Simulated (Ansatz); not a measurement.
Born–Oppenheimer molecular dynamics of a periodic cell of 14 atoms, K3ScV2O8 (host K3ScV2O8, host structure P-3m1). It goes on from the last frame of an earlier run, with new velocities.

Level of theory: DFT PBEsol, scalar-relativistic, plane waves, PAW (Ansatz). Settings: accuracy low, cutoff 420 eV, k mesh 2x2x1, fermi-dirac smearing 0.05 eV, spin collinear.

| Quantity | Value |
| --- | --- |
| ensemble | NVT, Langevin thermostat |
| time step | 1 fs |
| steps asked | 180 |
| set temperature | 650 K |
| friction | 0.01 /fs |
| seed | 27677 |

Frames 5 fs apart, positions in Å, forces in eV/Å.

Velocities at 110.0 fs (Å/ps):

```
K 1.05 -0.14 -0.07
K 2.97 1.50 2.01
K -0.57 -4.46 3.17
Sc -0.81 0.56 2.58
V -6.01 0.11 1.83
V -0.02 0.49 -3.64
O 2.91 -0.95 -0.51
O -5.71 5.87 -0.03
O 4.19 5.15 -3.96
O 10.40 -12.34 8.40
O -2.17 -7.01 -1.40
O -7.53 -10.32 -0.90
O -8.08 -6.51 0.33
O 3.95 4.79 5.40
```

```xyz
14
Lattice="5.9506 0.0000 0.0000 -2.9753 5.1534 0.0000 0.0000 0.0000 7.6366" Properties=species:S:1:pos:R:3:forces:R:3 time_fs=110.0 energy_less_start_eV=0.659 T=535
K -0.675 3.828 5.990 1.85 0.47 -0.52
K 2.925 1.444 2.242 0.01 -0.13 0.01
K -0.523 0.331 -0.379 0.03 0.06 0.23
Sc -0.058 -0.232 3.709 0.31 0.17 0.99
V 0.006 3.081 2.129 0.90 2.13 0.08
V 2.910 1.806 5.526 -1.54 -1.49 2.85
O 0.036 3.137 0.458 0.03 -0.17 1.47
O 2.873 1.540 7.290 0.31 0.03 -2.95
O -1.419 3.781 2.797 -0.17 0.40 -0.24
O 4.197 0.887 4.879 0.60 0.07 -0.01
O 0.021 1.455 2.559 0.10 -0.84 -0.39
O 3.166 3.508 5.331 -1.75 0.58 -1.08
O 1.454 4.069 2.768 -1.31 -1.30 -0.98
O 1.454 1.167 4.787 0.62 0.02 0.55
14
Lattice="5.9506 0.0000 0.0000 -2.9753 5.1534 0.0000 0.0000 0.0000 7.6366" Properties=species:S:1:pos:R:3:forces:R:3 time_fs=115.0 energy_less_start_eV=0.458 T=611
K -0.666 3.827 5.992 1.48 0.36 -0.57
K 2.940 1.454 2.248 -0.05 -0.15 -0.08
K -0.519 0.312 -0.358 0.00 0.08 0.23
Sc -0.061 -0.228 3.720 -0.40 0.20 0.79
V -0.018 3.084 2.138 1.84 1.00 -0.59
V 2.905 1.799 5.515 0.13 -2.16 3.35
O 0.051 3.137 0.461 -0.13 -0.11 1.58
O 2.854 1.568 7.264 0.31 -0.11 -2.48
O -1.403 3.805 2.784 -1.15 0.72 0.21
O 4.254 0.839 4.922 -0.02 0.44 -0.05
O -0.001 1.423 2.552 0.03 -0.42 -0.36
O 3.118 3.472 5.320 -1.01 1.63 -1.24
O 1.401 4.033 2.763 -0.52 -0.85 -0.53
O 1.481 1.194 4.822 -0.50 -0.65 -0.26
14
Lattice="5.9506 0.0000 0.0000 -2.9753 5.1534 0.0000 0.0000 0.0000 7.6366" Properties=species:S:1:pos:R:3:forces:R:3 time_fs=120.0 energy_less_start_eV=0.302 T=877
K -0.645 3.828 5.989 1.04 0.17 -0.63
K 2.951 1.460 2.257 -0.12 -0.14 -0.12
K -0.504 0.304 -0.334 0.01 0.06 0.22
Sc -0.062 -0.220 3.736 -0.81 0.14 0.76
V -0.033 3.088 2.150 1.62 -0.39 -0.86
V 2.903 1.779 5.522 2.09 -1.15 2.53
O 0.067 3.144 0.477 -0.27 -0.07 1.21
O 2.841 1.584 7.205 0.26 -0.35 -0.74
O -1.407 3.833 2.773 -1.50 0.78 0.43
O 4.321 0.800 4.976 -0.50 0.61 -0.25
O -0.011 1.374 2.544 -0.06 0.33 -0.47
O 3.046 3.461 5.292 -0.27 1.67 -1.04
O 1.343 3.974 2.743 0.51 -0.11 0.10
O 1.506 1.223 4.867 -1.98 -1.55 -1.15
14
Lattice="5.9506 0.0000 0.0000 -2.9753 5.1534 0.0000 0.0000 0.0000 7.6366" Properties=species:S:1:pos:R:3:forces:R:3 time_fs=125.0 energy_less_start_eV=0.446 T=748
K -0.622 3.828 5.990 0.72 0.00 -0.73
K 2.968 1.466 2.270 -0.20 -0.12 -0.05
K -0.480 0.306 -0.303 0.06 0.02 0.20
Sc -0.065 -0.212 3.758 -0.77 0.07 0.79
V -0.043 3.088 2.152 0.37 -1.32 -0.24
V 2.910 1.753 5.545 2.77 0.63 -1.34
O 0.092 3.151 0.500 -0.37 0.00 0.22
O 2.830 1.600 7.134 0.13 -0.68 2.82
O -1.422 3.867 2.779 -1.12 0.46 0.22
O 4.389 0.770 5.025 -1.13 0.87 -0.22
O -0.017 1.329 2.530 -0.17 1.00 -0.67
O 2.965 3.477 5.244 0.36 0.42 -0.36
O 1.293 3.920 2.735 1.56 0.63 0.65
O 1.506 1.238 4.894 -2.21 -1.97 -1.27
14
Lattice="5.9506 0.0000 0.0000 -2.9753 5.1534 0.0000 0.0000 0.0000 7.6366" Properties=species:S:1:pos:R:3:forces:R:3 time_fs=130.0 energy_less_start_eV=0.696 T=598
K -0.585 3.824 5.989 0.53 -0.11 -0.80
K 2.986 1.473 2.285 -0.30 -0.11 0.01
K -0.457 0.303 -0.266 0.12 -0.03 0.20
Sc -0.074 -0.205 3.781 -0.48 0.05 0.56
V -0.058 3.079 2.150 -0.43 -1.09 0.82
V 2.928 1.731 5.562 1.74 1.65 -4.76
O 0.119 3.151 0.524 -0.43 0.07 -0.82
O 2.827 1.615 7.102 0.00 -0.79 5.24
O -1.455 3.900 2.788 -0.37 -0.07 -0.19
O 4.437 0.760 5.070 -1.61 1.13 -0.14
O -0.024 1.314 2.506 -0.33 1.16 -0.66
O 2.903 3.505 5.204 0.79 -0.98 0.38
O 1.267 3.889 2.737 1.78 0.86 0.85
O 1.488 1.226 4.902 -1.00 -1.73 -0.71
14
Lattice="5.9506 0.0000 0.0000 -2.9753 5.1534 0.0000 0.0000 0.0000 7.6366" Properties=species:S:1:pos:R:3:forces:R:3 time_fs=135.0 energy_less_start_eV=0.577 T=599
K -0.542 3.811 5.984 0.40 -0.15 -0.82
K 3.001 1.481 2.292 -0.41 -0.10 -0.01
K -0.438 0.294 -0.236 0.16 -0.05 0.24
Sc -0.089 -0.193 3.800 -0.07 0.04 0.12
V -0.076 3.069 2.147 -0.36 -0.05 1.63
V 2.953 1.716 5.563 -0.58 1.63 -3.30
O 0.152 3.158 0.542 -0.50 0.14 -1.45
O 2.815 1.631 7.136 0.25 -0.57 3.01
O -1.496 3.929 2.795 0.31 -0.52 -0.50
O 4.455 0.775 5.105 -1.75 1.17 -0.16
O -0.041 1.323 2.467 -0.48 0.75 -0.34
O 2.861 3.511 5.174 1.02 -1.79 0.79
O 1.271 3.872 2.743 1.22 0.66 0.80
O 1.447 1.191 4.903 0.78 -1.15 -0.01
14
Lattice="5.9506 0.0000 0.0000 -2.9753 5.1534 0.0000 0.0000 0.0000 7.6366" Properties=species:S:1:pos:R:3:forces:R:3 time_fs=140.0 energy_less_start_eV=0.519 T=673
K -0.495 3.793 5.976 0.31 -0.14 -0.81
K 3.017 1.493 2.294 -0.51 -0.11 -0.07
K -0.416 0.285 -0.218 0.18 -0.06 0.28
Sc -0.104 -0.182 3.811 0.28 -0.08 -0.18
V -0.096 3.061 2.149 0.67 1.45 1.04
V 2.976 1.710 5.563 -2.97 1.48 -0.15
O 0.187 3.166 0.539 -0.73 0.15 -0.73
O 2.805 1.642 7.211 0.64 -0.42 -0.45
O -1.522 3.950 2.797 0.59 -0.74 -0.60
O 4.443 0.806 5.138 -1.28 0.88 -0.40
O -0.061 1.349 2.421 -0.59 -0.10 0.18
O 2.839 3.498 5.165 1.12 -1.96 0.82
O 1.298 3.871 2.752 0.25 0.24 0.59
O 1.402 1.143 4.894 2.05 -0.60 0.49
14
Lattice="5.9506 0.0000 0.0000 -2.9753 5.1534 0.0000 0.0000 0.0000 7.6366" Properties=species:S:1:pos:R:3:forces:R:3 time_fs=145.0 energy_less_start_eV=0.675 T=557
K -0.443 3.773 5.960 0.22 -0.11 -0.80
K 3.031 1.501 2.299 -0.57 -0.11 -0.15
K -0.396 0.276 -0.199 0.18 -0.05 0.30
Sc -0.108 -0.169 3.821 0.55 -0.26 -0.32
V -0.108 3.061 2.154 1.55 2.42 -0.18
V 2.990 1.709 5.559 -5.06 1.81 2.50
O 0.215 3.171 0.523 -0.96 0.14 0.44
O 2.807 1.644 7.280 0.82 -0.35 -2.58
O -1.536 3.961 2.782 0.66 -0.80 -0.52
O 4.402 0.862 5.174 0.33 -0.08 -1.02
O -0.089 1.366 2.377 -0.62 -0.70 0.67
O 2.837 3.480 5.173 1.04 -1.67 0.56
O 1.328 3.877 2.763 -0.47 -0.05 0.48
O 1.383 1.069 4.884 2.33 -0.18 0.60
14
Lattice="5.9506 0.0000 0.0000 -2.9753 5.1534 0.0000 0.0000 0.0000 7.6366" Properties=species:S:1:pos:R:3:forces:R:3 time_fs=150.0 energy_less_start_eV=0.657 T=670
K -0.384 3.752 5.944 0.13 -0.10 -0.80
K 3.049 1.507 2.305 -0.62 -0.12 -0.18
K -0.374 0.270 -0.179 0.15 -0.04 0.28
Sc -0.105 -0.160 3.832 0.60 -0.36 -0.44
V -0.119 3.071 2.152 2.25 2.44 -0.46
V 2.979 1.715 5.564 -5.95 1.85 3.54
O 0.225 3.179 0.524 -0.99 0.19 0.57
O 2.817 1.638 7.305 0.66 -0.30 -2.88
O -1.536 3.958 2.751 0.32 -0.57 -0.28
O 4.367 0.924 5.193 2.03 -1.08 -1.54
O -0.115 1.377 2.348 -0.59 -0.94 1.00
O 2.856 3.452 5.191 0.80 -0.85 0.17
O 1.346 3.892 2.773 -0.77 -0.17 0.48
O 1.399 1.002 4.874 1.96 0.04 0.55
14
Lattice="5.9506 0.0000 0.0000 -2.9753 5.1534 0.0000 0.0000 0.0000 7.6366" Properties=species:S:1:pos:R:3:forces:R:3 time_fs=155.0 energy_less_start_eV=0.311 T=936
K -0.326 3.729 5.926 0.04 -0.10 -0.83
K 3.061 1.522 2.312 -0.62 -0.13 -0.18
K -0.350 0.268 -0.155 0.09 -0.02 0.20
Sc -0.092 -0.154 3.837 0.40 -0.31 -0.40
V -0.126 3.093 2.150 2.80 1.45 -0.31
V 2.938 1.724 5.580 -4.49 0.80 3.13
O 0.221 3.192 0.531 -0.88 0.29 0.41
O 2.838 1.622 7.290 0.22 -0.24 -1.83
O -1.544 3.947 2.709 0.01 -0.25 -0.03
O 4.350 0.986 5.205 2.59 -1.41 -1.72
O -0.132 1.372 2.328 -0.51 -0.41 1.14
O 2.874 3.414 5.211 0.44 0.53 -0.26
O 1.364 3.902 2.795 -1.07 -0.25 0.37
O 1.459 0.929 4.868 0.99 0.05 0.30
14
Lattice="5.9506 0.0000 0.0000 -2.9753 5.1534 0.0000 0.0000 0.0000 7.6366" Properties=species:S:1:pos:R:3:forces:R:3 time_fs=160.0 energy_less_start_eV=0.035 T=1086
K -0.271 3.701 5.904 -0.05 -0.10 -0.91
K 3.066 1.530 2.326 -0.57 -0.14 -0.14
K -0.326 0.264 -0.133 0.02 -0.01 0.10
Sc -0.071 -0.157 3.839 0.02 -0.08 -0.22
V -0.120 3.114 2.147 2.67 0.43 0.20
V 2.875 1.731 5.602 -0.46 -1.21 0.92
O 0.207 3.223 0.535 -0.67 0.25 0.29
O 2.867 1.605 7.245 -0.37 -0.26 0.52
O -1.559 3.941 2.673 0.16 -0.18 0.03
O 4.377 1.029 5.208 1.06 -0.79 -1.31
O -0.158 1.354 2.331 -0.29 0.52 0.95
O 2.895 3.374 5.229 -0.02 1.97 -0.60
O 1.385 3.899 2.820 -1.41 -0.40 0.14
O 1.525 0.843 4.868 -0.11 -0.01 0.01
14
Lattice="5.9506 0.0000 0.0000 -2.9753 5.1534 0.0000 0.0000 0.0000 7.6366" Properties=species:S:1:pos:R:3:forces:R:3 time_fs=165.0 energy_less_start_eV=0.175 T=1021
K -0.210 3.675 5.884 -0.13 -0.12 -0.97
K 3.063 1.533 2.338 -0.47 -0.14 -0.07
K -0.305 0.257 -0.120 -0.03 -0.01 0.04
Sc -0.053 -0.160 3.837 -0.41 0.12 -0.05
V -0.104 3.134 2.148 2.05 -0.48 0.79
V 2.809 1.726 5.621 3.22 -1.58 -1.10
O 0.182 3.262 0.542 -0.36 0.18 0.04
O 2.897 1.574 7.216 -0.70 -0.33 2.37
O -1.568 3.925 2.643 0.29 -0.04 0.09
O 4.426 1.056 5.195 -0.51 -0.30 -0.80
O -0.200 1.332 2.344 0.08 1.27 0.66
O 2.899 3.355 5.226 -0.37 2.18 -0.54
O 1.389 3.889 2.860 -1.54 -0.50 -0.12
O 1.590 0.757 4.872 -1.12 -0.24 -0.33
```

Of the whole run (180 fs, mean temperature of the second half 721 K): The mean temperature of the second half is 11 % above the set value. A run of 0.18 ps of so small a system gives no equilibrium averages. No Hubbard correction was used and the magnetic state wasn't searched. Limits of this set-up: coarse k mesh, low accuracy level.

Run time: 25 min on 1 thread of Arm Neoverse V1, on a shared host, peak memory 0.61 GiB.
